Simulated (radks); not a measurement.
**Valence configurations of Ga²⁺**

An exercise on one series of results from a longer session: the logs are not shown, and one member is left open.

Program: radks (a radial shooting solver on a logarithmic mesh, Libxc functionals) version 1. Level of theory: Dirac Kohn-Sham, PBE, spin-unpolarised, spherical densities, point nucleus; open shells fill j = l - 1/2 first. These are calculated values, not measurements, unless marked.

**The atom as given**

```
element       : gallium (Z = 31)
charge        : +2
electrons     : 29
configuration : [Ar] 3d10 4s1
others tried  : 3d9 4s1 4p1; 3d9 4s2; 3d10 4p1; 3d9.5 4p1.5; 3d9.5 4s1 4p0.5; 3d8.5 4s1 4p1.5; 3d8.5 4p2.5; 3d9.5 4s1.5; 3d9.5 4s0.5 4p1
```

Set-up of the first run:

Settings of this run:

```text
Z 31
configuration [Ar] 3d10 4s1
relativity Dirac
functional pbe,pbe
spin unpolarised
j_filling energy
nucleus point
c 137.035999084
```

Among the steps run: [Ar] 3d10 4s1.

One of the session's tables, all rows but one given; the rest of the session is left out.

It belongs to the step «[Ar] 3d10 4s1». From the orbitals of this run (lengths in bohr):

```
level     <r>  outermost maximum (interpolated)  90 % within  nodes
2p1/2  0.1883                             0.144        0.308      0
2p3/2  0.1918                             0.147        0.313      0
3s1/2  0.6518                             0.565        0.977      2
3p1/2  0.6719                             0.562         1.04      1
3p3/2  0.6826                             0.570         1.05      1
3d3/2  0.7946                             0.532         1.36      0
3d5/2       ?                                 ?            ?      ?
4s1/2   2.077                              1.78         3.08      3
```

Q: Estimate the row for 3d5/2 from the others.

As computed: <r>: 0.8004; outermost maximum (interpolated): 0.535; 90 % within: 1.37; nodes: 0. In the column «<r>» it lies between 3d3/2 (0.7946) and 4s1/2 (2.077).
